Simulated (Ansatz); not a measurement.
# Sc2B2W3: relaxing cell and atoms at 20 GPa, part 2 of 2

The start is Sc2B2W3, a known structure type filled with other elements, at an estimated volume. Where does it settle when we relax cell and atoms at 20 GPa, and what is it like there?

Ansatz 0.2.0; DFT, r2SCAN, no spin polarisation, plane waves, PAW. Relaxing cell and atoms at 20 GPa. The steps go on from the part before.

## (3) More of the same log

The log, continued:

```text
relax step  11: F+E_penalty+E_count = -71573.10044680 eV  Δ(F+E_penalty+E_count) = -3.842e-3 eV  max|allowed force component| = 1.219e-3 eV/Å  Δτ_max = 0.0000 Å  P = +20.023 GPa  Ω = 183.239 Å³  stress off target by 6.15e-2 GPa  SCF on the basis re-selected at this cell (its energy is not comparable with the rows above)  (7 SCF iters)
relax step  12: F+E_penalty+E_count = -71573.10249304 eV  Δ(F+E_penalty+E_count) = -2.046e-3 eV  max|allowed force component| = 7.082e-4 eV/Å  Δτ_max = 0.0004 Å  P = +19.996 GPa  Ω = 183.256 Å³  energy of the carried Pulay correction = -9.949e-6 eV  (5 SCF iters, dr2 threshold 9.45e-9 eV, accepted)
iter 1 solved again at ethr=7.70e-8 eV; its pass at ethr=3.10e-3 eV (dr2=1.08e-4 eV) is discarded
SCF iter   1: F=-71573.102389 eV  HF=-71573.102388 eV  |F-HF|=1.11e-6  |Δ(HF+E_count)|=         —  Δρ=1.12e-5  dr2=1.13e-8  dr2_τ=4.25e-9  ethr=7.70e-8  ⟨swp⟩=4.0  Hψ=20415  notcnv=0
eigensolver tolerance schedule: the retry pair's looser diagonalisation over-reported the residual by 9547.62 of it (diagonalisation noise at 0.31 of the residual, at the tolerance the schedule requests for it); recorded, not acted on — ethr = c·dr2/N_el stays at c = 1.0e-1
preconditioner: auto → Kerker (q_TF=auto, 2.609 Å⁻¹)  [metal: Δε(μ)=0.012 eV  Ē_g=5.485 eV  σ=0.050 eV  W_gap=0.06  n_scr=60 (ndim 8)  ℏωp=21.2 eV  f_vac=0.000  D(μ)=10.51/eV (n_scr^D=108)]
SCF iter   2: F=-71573.102515 eV  HF=-71573.102515 eV  |F-HF|=2.95e-7  |Δ(HF+E_count)|=   1.27e-4  Δρ=5.73e-6  dr2=3.44e-9  dr2_τ=1.30e-8  ethr=8.07e-12  ⟨swp⟩=3.5  Hψ=6684  notcnv=0
SCF iter   3: F=-71573.102515 eV  HF=-71573.102515 eV  |F-HF|=1.28e-9  |Δ(HF+E_count)|=   2.94e-7  Δρ=7.07e-7  dr2=1.05e-9  dr2_τ=2.80e-10  ethr=2.46e-12  ⟨swp⟩=2.0  Hψ=4443  notcnv=0
SCF iter   4: F=-71573.102515 eV  HF=-71573.102515 eV  |F-HF|=1.24e-9  |Δ(HF+E_count)|=  6.40e-10  Δρ=4.26e-7  dr2=1.20e-10  dr2_τ=6.79e-11  ethr=1.00e-12  ⟨swp⟩=7.7  Hψ=15953  notcnv=0
SCF 13 converged in 4 iterations: F = -71573.102515 eV  dr2 = 1.20e-10
relax step  13: F+E_penalty+E_count = -71573.10251516 eV  Δ(F+E_penalty+E_count) = -2.211e-5 eV  max|allowed force component| = 7.074e-4 eV/Å  Δτ_max = 0.0000 Å  P = +19.996 GPa  Ω = 183.256 Å³  stress off target by 4.72e-3 GPa  SCF on the basis re-selected at this cell (its energy is not comparable with the rows above)  (4 SCF iters)
basis re-selected at this cell: Δ(F+E_penalty+E_count) = -2.211e-5 eV, ΔP = +0.000 GPa vs the last step (what re-selecting the basis moved, of the pressure what is left beyond the Pulay correction that the steps carried, after the strain that the cell walked since its last selection, with what the two solves' SCF thresholds leave and, on support functions, any second-order correction that the steps lacked; it is no measure of the basis error at this ecutwfc). This SCF's stress stands 4.72e-3 GPa from its target on what of the cell is left free (relax.cell.stress_tol is 5.00e-2 GPa) and its largest allowed force component is 7.07e-4 eV/Å (relax.f_tol is 1.00e-2 eV/Å): within both
SCF converged after 4 iterations
Free energy (F): -71573.102515 eV
Harris-Foulkes:  -71573.102515 eV  (|F-HF|=1.24e-9)
Internal energy: -71573.019379 eV  (E = F + TS)
E sigma→0 (E₀):  -71573.060947 eV
Entropy (-TS):   -0.083137 eV (-5.938 meV/atom)
Fermi energy:    17.886501 eV
--- Per-component energies (eV) ---
  E_band       = -1047.527551
  E_kinetic    = 3984.461678
  E_local      = -6881.507655  (includes V_loc(G=0)·N_el)
  E_nonlocal   = 388.000512
  E_hartree    = 2475.022414
  E_xc         = -2035.659167
  E_vxc        = -2312.767587  (∫ρ·V_xc dr)
  E_paw        = -55740.270729  (= ΣΔE_a)
  E_vpaw       = -1302.322866  (= ΣTr[D̂ρ^β])
  E_aug_tail   = -0.000273  (compensation charges beyond the density's cutoff)
  E_vtau       = 126.563428  (kinetic-family band-sum trace: ∫τ·v_τ [+ j·A + Jᵃ·Aᵃ] dr)
  E_ewald      = -13758.510729
  E_core_change = -4.555429  (= ΣΔE_core)
  E_smearing   = -0.083137  (= −TS)
  E_closure    = 0.000000  (closes the sum)
  Σ components = -71573.102515   (vs F -71573.102515, Δ=0.00e0)
--- Forces (eV/Å), atoms counted from 1 ---
  atom   1  Sc     0.00002151    -0.00022206    -0.00000000
  atom   2  Sc    -0.00002151     0.00022206     0.00000000
  atom   3  Sc     0.00002151     0.00022206    -0.00000000
  atom   4  Sc    -0.00002151    -0.00022206     0.00000000
  atom   5  W     -0.00036291     0.00070743     0.00000000
  atom   6  W      0.00036291    -0.00070743    -0.00000000
  atom   7  W     -0.00036291    -0.00070743     0.00000000
  atom   8  W      0.00036291     0.00070743    -0.00000000
  atom   9  W      0.00000000    -0.00000000     0.00000000
  atom  10  W      0.00000000     0.00000000     0.00000000
  atom  11  B     -0.00007226     0.00038854    -0.00000000
  atom  12  B      0.00007226    -0.00038854     0.00000000
  atom  13  B     -0.00007226    -0.00038854    -0.00000000
  atom  14  B      0.00007226     0.00038854     0.00000000
  max |Σ_I F_I| component: 6.51e-19 eV/Å
--- Stress (GPa, compression-positive) ---
       19.995520       0.000000       0.000000
        0.000000      19.996366       0.000000
        0.000000       0.000000      19.995278
  P = ⅓ Tr σ = 19.9957 GPa (199.957 kbar)
--- Band table (eV; the first three rows and the last of 36) ---
  k-point 0: bands = ["-57.2509", "-57.2507", "-57.1034", "-57.1034", "-57.0516", "-57.0516", "-31.9775", "-31.9773", "-31.9590", "-31.9559", "-21.4904", "-21.4861", "-21.2309", "-21.2284", "-20.9991", "-20.9906", "-20.9387", "-20.9346", "-20.8362", "-20.8328", "-20.6830", "-20.6822", "-20.6276", "-20.6198", "-20.4417", "-20.4415", "-20.2273", "-20.2263", "-9.8672", "-9.8606", "-9.7703", "-9.7467", "-9.7211", "-9.6953", "-9.6555", "-9.6553", "-9.6214", "-9.6132", "-9.5966", "-9.5946", "7.3641", "8.7228", "9.9619", "10.8483", "12.0675", "12.1468", "12.9273", "13.0134", "13.1635", "13.8116", "13.8752", "14.3656", "14.8479", "15.1107", "15.2688", "15.4149", "15.5124", "15.6063", "15.6867", "15.7103", "16.4330", "16.6356", "16.7030", "16.8979", "17.0495", "17.0901", "17.2458", "17.4697", "17.5535", "18.1895", "18.3594", "18.3599", "18.9203", "19.4106", "19.8731", "20.0608", "20.2860", "20.4410", "20.4872", "20.5906", "21.1128", "21.3332", "21.6489", "21.9187"]
  k-point 1: bands = ["-57.2371", "-57.2369", "-57.1018", "-57.1017", "-57.0622", "-57.0621", "-31.9719", "-31.9710", "-31.9528", "-31.9496", "-21.4794", "-21.4743", "-21.3919", "-21.3908", "-20.9284", "-20.9240", "-20.9199", "-20.9165", "-20.8127", "-20.8118", "-20.7669", "-20.7595", "-20.6177", "-20.6173", "-20.4551", "-20.4511", "-20.2137", "-20.2136", "-9.8584", "-9.8485", "-9.7555", "-9.7470", "-9.7145", "-9.6922", "-9.6867", "-9.6832", "-9.6590", "-9.6587", "-9.6493", "-9.6471", "7.8759", "9.1978", "10.0976", "10.4954", "12.4349", "12.7793", "13.3284", "13.4403", "13.4561", "13.5349", "14.0393", "14.5422", "14.8393", "14.9080", "15.2440", "15.2769", "15.4281", "15.4712", "15.6840", "15.8457", "15.9689", "16.4970", "16.6925", "16.7945", "16.8112", "16.9376", "16.9628", "17.0795", "17.2434", "17.2513", "17.6849", "18.7166", "18.8776", "19.5496", "19.9692", "20.1359", "20.4956", "20.5304", "20.8779", "21.0918", "21.2417", "21.3793", "21.5717", "21.6683"]
  k-point 2: bands = ["-57.2018", "-57.2017", "-57.0984", "-57.0984", "-57.0909", "-57.0909", "-31.9610", "-31.9581", "-31.9403", "-31.9369", "-21.5922", "-21.5888", "-21.4802", "-21.4769", "-20.8971", "-20.8905", "-20.8883", "-20.8877", "-20.8412", "-20.8389", "-20.8293", "-20.8207", "-20.6311", "-20.6283", "-20.4215", "-20.4201", "-20.2307", "-20.2298", "-9.8424", "-9.8301", "-9.8250", "-9.8099", "-9.7853", "-9.7816", "-9.7476", "-9.7249", "-9.6971", "-9.6844", "-9.6375", "-9.6294", "9.1864", "9.8761", "10.2747", "10.3193", "13.0558", "13.1562", "13.4852", "13.6218", "13.8576", "14.1315", "14.1734", "14.2051", "14.8120", "14.8714", "14.9515", "15.0562", "15.2148", "15.3022", "15.5266", "15.6985", "16.3689", "16.4875", "16.6239", "16.6429", "16.8634", "16.9504", "17.2016", "17.2530", "17.3804", "17.5025", "17.6488", "18.1112", "18.5777", "19.2223", "19.7540", "19.7577", "19.8898", "20.2676", "20.6481", "21.0819", "21.2035", "21.3790", "21.4350", "21.8621"]
  k-point 35: bands = ["-57.1727", "-57.1727", "-57.1164", "-57.1164", "-57.0970", "-57.0970", "-31.9454", "-31.9454", "-31.9405", "-31.9405", "-21.6314", "-21.6314", "-21.5083", "-21.5083", "-20.9780", "-20.9780", "-20.8578", "-20.8578", "-20.8219", "-20.8219", "-20.8142", "-20.8142", "-20.7081", "-20.7081", "-20.3071", "-20.3071", "-20.2806", "-20.2806", "-9.8720", "-9.8720", "-9.8593", "-9.8593", "-9.7678", "-9.7678", "-9.7507", "-9.7507", "-9.6738", "-9.6738", "-9.6711", "-9.6711", "9.9475", "9.9475", "10.6671", "10.6671", "12.6339", "12.6339", "12.7936", "12.7936", "14.4466", "14.4466", "14.9166", "14.9166", "15.0418", "15.0418", "15.2355", "15.2355", "15.5265", "15.5265", "15.5342", "15.5342", "15.9576", "15.9576", "16.5523", "16.5523", "16.8851", "16.8851", "16.9967", "16.9967", "17.7164", "17.7164", "17.9001", "17.9001", "18.5351", "18.5351", "20.3594", "20.3594", "20.5494", "20.5494", "21.1756", "21.1756", "21.4531", "21.4531", "21.5070", "21.5070"]
--- Relaxed structure (11 steps of the walk, 11 accepted, 2 SCFs on fresh bases) ---
  F+E_penalty+E_count = -71573.10251516 eV   max|allowed force component| = 7.074e-4 eV/Å   (the final SCF, on the basis selected at the relaxed cell)
  cell:  # Å, volume = 183.2556 Å³
    - [6.228210697455823, -5.6523096843071044e-33, 3.4836891887826226e-17]
    - [-1.5456095049275154e-32, 8.988917579963006, 1.2420079844329014e-32]
    - [2.2126430310127104e-17, 5.769700660099057e-33, 3.27330525548293]
  atoms:
    - { symbol: Sc, position: [0.38269854861921454, 0.1860160471104933, 7.255415849581365e-19] }
    - { symbol: Sc, position: [0.6173014513807854, 0.8139839528895066, -7.25541584958135e-19] }
    - { symbol: Sc, position: [0.8826985486192144, 0.3139839528895067, 7.255415849581396e-19] }
    - { symbol: Sc, position: [0.11730145138078546, 0.6860160471104934, -7.255415849581374e-19] }
    - { symbol: W, position: [0.1998057164917379, 0.4220471370225771, 0.5] }
    - { symbol: W, position: [0.8001942835082624, 0.577952862977423, 0.5] }
    - { symbol: W, position: [0.6998057164917376, 0.07795286297742295, 0.5] }
    - { symbol: W, position: [0.30019428350826205, 0.922047137022577, 0.5] }
    - { symbol: W, position: [3.2242605980701025e-19, 3.225581461403796e-34, -2.9588824763333785e-35] }
    - { symbol: W, position: [0.5, 0.5, 7.703719777548943e-34] }
    - { symbol: B, position: [0.08900981057313764, 0.1684771971444929, 0.5] }
    - { symbol: B, position: [0.9109901894268623, 0.831522802855507, 0.5] }
    - { symbol: B, position: [0.5890098105731378, 0.331522802855507, 0.5] }
    - { symbol: B, position: [0.4109901894268622, 0.6684771971444932, 0.5] }
--- Löwdin populations: 14 sites ---
  site symbol       q [e]
     0     Sc     10.4880
     1     Sc     10.4880
     2     Sc     10.4880
     3     Sc     10.4880
     4      W     13.7005
     5      W     13.7005
     6      W     13.7005
     7      W     13.7005
     8      W     13.5083
     9      W     13.5083
    10      B      3.8877
    11      B      3.8877
    12      B      3.8877
    13      B      3.8877
  spilling = 0.004848 (of n_electrons = 140.000000)
--- Bader charges: 14 sites ---
  site symbol  charge [e]  shift [e]
     0     Sc      1.4733     0.0002
     1     Sc      1.4733     0.0002
     2     Sc      1.4733     0.0002
     3     Sc      1.4733     0.0002
     4      W     -0.2354     0.0001
     5      W     -0.2354     0.0001
     6      W     -0.2354     0.0001
     7      W     -0.2354     0.0001
     8      W      0.2115     0.0007
     9      W      0.2114     0.0007
    10      B     -1.3436     0.0007
    11      B     -1.3436     0.0007
    12      B     -1.3436     0.0007
    13      B     -1.3436     0.0007
  estimated error of the sums over rays = 1.1e-3 e
```

Run time: 14 min. Hardware: 2 threads of Arm Neoverse V1, shared host; peak memory 1.2 GiB.

Step by step:

| step | energy from step 1 (eV/cell) | largest force component (eV/Å) | pressure (GPa) | volume (Å³) |
| --- | --- | --- | --- | --- |
| 1 | 0.0000 | 1.6819 | 16.08 | 188.01 |
| 2 | -1.6887 | 0.8443 | 23.18 | 182.36 |
| 3 | -2.7587 | 0.5538 | 23.16 | 181.99 |
| 4 | -3.3249 | 0.3499 | 18.13 | 184.96 |
| 5 | -3.0582 | 0.2813 | 22.24 | 182.15 |
| 6 | -3.2372 | 0.0361 | 19.85 | 183.39 |
| 7 | -3.2353 | 0.0278 | 19.85 | 183.36 |
| 8 | -3.2220 | 0.0042 | 19.98 | 183.25 |
| 9 | -3.2160 | 0.0050 | 20.05 | 183.20 |
| 10 | -3.2205 | 0.0008 | 20.00 | 183.24 |
| 11 | -3.2243 | 0.0012 | 20.02 | 183.24 |
| 12 | -3.2264 | 0.0007 | 20.00 | 183.26 |
| 13 | -3.2264 | 0.0007 | 20.00 | 183.26 |

Step 1 is the start. Steps 11, 13 repeat the geometry before on a plane-wave basis chosen anew for that cell, so the energy can jump there without any move; the table keeps such jumps.

| input's cell | before | after | change |
| --- | --- | --- | --- |
| a (Å) | 6.005 | 6.228 | +3.7 % |
| b (Å) | 8.210 | 8.989 | +9.5 % |
| c (Å) | 3.814 | 3.273 | -14.2 % |
| volume (Å³/atom) | 13.43 | 13.09 | -2.5 % |

The largest move, 0.19 Å, apart from the change of the cell, is shared by several atoms, B14 among them.

With a target pressure of 20 GPa the walk minimises the enthalpy, not the energy.

## (4) States by energy

Counts of states in windows (eV from the Fermi level; tetrahedra), total and projected:

| from | to | total | B s | B p | Sc d | W s | W d |
| --- | --- | --- | --- | --- | --- | --- | --- |
| -4.5 | -4.0 | 3.36 | 0.10 | 0.78 | 0.33 | 0.31 | 1.60 |
| -4.0 | -3.5 | 3.92 | 0.07 | 0.88 | 0.33 | 0.23 | 2.17 |
| -3.5 | -3.0 | 3.32 | 0.06 | 0.70 | 0.29 | 0.15 | 2.00 |
| -3.0 | -2.5 | 6.85 | 0.08 | 1.26 | 0.70 | 0.21 | 4.38 |
| -2.5 | -2.0 | 5.77 | 0.06 | 1.21 | 0.67 | 0.16 | 3.43 |
| -2.0 | -1.5 | 4.37 | 0.08 | 0.90 | 0.73 | 0.13 | 2.34 |
| -1.5 | -1.0 | 5.67 | 0.10 | 1.00 | 1.07 | 0.14 | 3.12 |
| -1.0 | -0.5 | 6.10 | 0.06 | 0.94 | 1.24 | 0.16 | 3.31 |
| -0.5 | 0.0 | 5.28 | 0.04 | 0.73 | 1.24 | 0.15 | 2.77 |
| 0.0 | 0.5 | 3.71 | 0.03 | 0.48 | 1.08 | 0.07 | 1.80 |
| 0.5 | 1.0 | 2.88 | 0.02 | 0.29 | 0.86 | 0.04 | 1.39 |
| 1.0 | 1.5 | 1.56 | 0.01 | 0.13 | 0.45 | 0.03 | 0.87 |
| 1.5 | 2.0 | 2.62 | 0.03 | 0.30 | 0.79 | 0.02 | 1.38 |
| 2.0 | 2.5 | 4.01 | 0.04 | 0.34 | 1.18 | 0.03 | 2.26 |

The bands computed are complete only to about 3.1 eV above the Fermi level.

## (5) Atomic charges

By element, from the tables in the log (a charge is positive for electrons lost): Löwdin charges also hold the electrons that the projection spills.

| element | atoms | Bader charge (e) | Bader volume (Å³) | Löwdin charge (e) |
| --- | --- | --- | --- | --- |
| Sc | 4 | +1.47 | 9.1 | +0.51 |
| W | 6 | -0.24 to +0.21 | 14.4 to 18.0 | +0.30 to +0.49 |
| B | 4 | -1.34 | 11.5 | -0.89 |

The Löwdin projection spills 0.5 % of the electrons and depends on the orbitals chosen; where it disagrees with Bader's partition, neither is an observable.

## (6) Maps of the fields

Maps in the plane spanned by a and b at height 0.000 along c (axes of the input's cell), one cell: a runs left to right (19 points from zero), b bottom to top (26 points), 90° apart. Inside the augmentation spheres the fields are the smooth ones.

Valence density. Ten steps from '0' (0.15 e/Å³) to '9' (7.34 e/Å³), finer at the low end (step k begins (100^(k/10) - 1)/99 of the way up):
```
9974221100000112479
7743222110123211257
4322221112577631223
2111111113799851112
1122100004899961001
2565310003799851000
5899720001366420001
6999840011122110002
5899731122211111112
3677421234332222111
0232112367763222110
0000123589985322110
0001123698896321100
0011223589985321000
0011222367763211232
3111222233432124776
5211111112221137998
6200011221110048999
5100024663100027998
2000158997300013565
1100169998400001221
2211158997311111111
4322136775211122223
7752112321011222347
9974211000001122479
8984221100001122489
```

ELF. Ten even steps from '0' (0.01) to '9' (0.75):
```
6872576664211354279
8633676651011113238
2225777631599811333
3335677512975960354
1111135404930880143
1587202201998950120
6989910210278511210
8803930342111124520
7957921454334677731
2899512333224777751
1111123268842576663
3212452497794367665
5556762580085267655
3566763497794254212
1366675248862321111
2157777422333215998
7137776433454129759
8025421111243039308
6012115872012019989
1021059899102202785
1341088039404531111
3453069579215776533
2333118995136777522
8832311110156676336
6972453112466675278
0582476555555674285
```

Atoms within 0.2 Å of the plane, in fractions of a and b: Sc at (0.38, 0.19), Sc at (0.62, 0.81), Sc at (0.88, 0.31), Sc at (0.12, 0.69), W at (0.00, 0.00), W at (0.50, 0.50).

Along short contacts, where the density is least:

| contact | length (Å) | minimum at (fraction) | density (e/Å³) | ELF |
| --- | --- | --- | --- | --- |
| Sc1–B13 | 2.458 | 0.50 | 0.280 | 0.19 |
| W5–W10 | 2.582 | 0.50 | 0.549 | 0.39 |
| Sc1–W7 | 2.743 | 0.45 | 0.258 | 0.13 |

## (7) What came out

What follows sums up all 2 parts.

| quantity | value |
| --- | --- |
| moves | 10 |
| largest move | 0.19 Å (B) |
| space group (0.01 Å), before / after | Pbam / Pbam |
| cell | a = 6.228 Å, b = 8.989 Å, c = 3.273 Å, α = 90.00°, β = 90.00°, γ = 90.00° |
| volume | 13.09 Å³/atom (-2.5 %) |
| pressure at the end | 20.00 GPa |
| character | metal |
| density of states, mean within 0.25 eV of the Fermi level | 9.2 per eV per cell |
| Bader charges | Sc +1.47, W -0.24 to +0.21, B -1.34 e |

In words: The volume shrank by 2.5 %, and the largest move of an atom is 0.19 Å apart from the change of the cell. The shape changed more than that tells: the edges moved by +4, +9, -14 %. With 8 symmetry operations imposed, the end may be a saddle point towards distortions that break them. The cell is metallic; within 0.25 eV of the Fermi level the density of states averages 9.2 per eV per cell, mostly W d (49 %), Sc d (28 %) and B p (13 %). Sc loses most charge (+1.47 e on average) and B gains most (-1.34 e).

Caveats: the k mesh is coarse for a cell without a gap.
